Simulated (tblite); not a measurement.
# C3H10BBrSi2: the cost of one run

The runs use tblite 0.8.0 and PySCF 2.14.0, with density-fitted response routines of our own; the level of theory stands in each step. All values are computed, except where a source is named. Atoms are numbered from 0 throughout.

### 1 The starting structure

17 atoms, charge 0, multiplicity 1; geometry from: force field or distance geometry start.

Bonds of the start (Å): Br0–Si1 2.25, Si1–B2 1.96, B2–C3 1.58, C3–C4 1.51, C4–Si5 1.86, Si5–C6 1.87, C6–C3 1.51, Si1–H7 1.49, Si1–H8 1.44, B2–H9 1.19, C3–H10 1.13, C4–H11 1.11, C4–H12 1.10, Si5–H13 1.46, Si5–H14 1.45, C6–H15 1.09, C6–H16 1.11.

### 2 Relaxing the molecule with GFN2-xTB

Job settings and geometry (Å):

```
{"job": {"kind": "relax", "xc": "GFN2-xTB", "basis": "xTB"}, "charge": 0, "multiplicity": 1}
Br    -2.697400     2.254300     1.528600
Si    -2.837600     0.374000     0.309900
B     -1.204000     0.265400    -0.762700
C      0.110800    -0.011700     0.069700
C      1.293800     0.853900    -0.294200
Si     2.379000    -0.552300     0.261600
C      0.758200    -1.348400    -0.205400
H     -2.779200    -0.787600     1.237000
H     -3.965300     0.331500    -0.590000
H     -1.121700     1.028000    -1.674300
H     -0.037400     0.078300     1.182800
H      1.401400     1.778200     0.302500
H      1.369000     0.995300    -1.381900
H      2.684500    -0.513100     1.688100
H      3.482000    -0.892600    -0.621700
H      0.733800    -1.686100    -1.246500
H      0.423000    -2.155100     0.485400
```

Run with:

```console
$ OMP_NUM_THREADS=1 python probes_run.py task.json out
```

This one command runs all jobs of the session in turn.

**Question.** How long does this first job take on 1 thread of Arm Neoverse V2, shared host?

About 1 s.
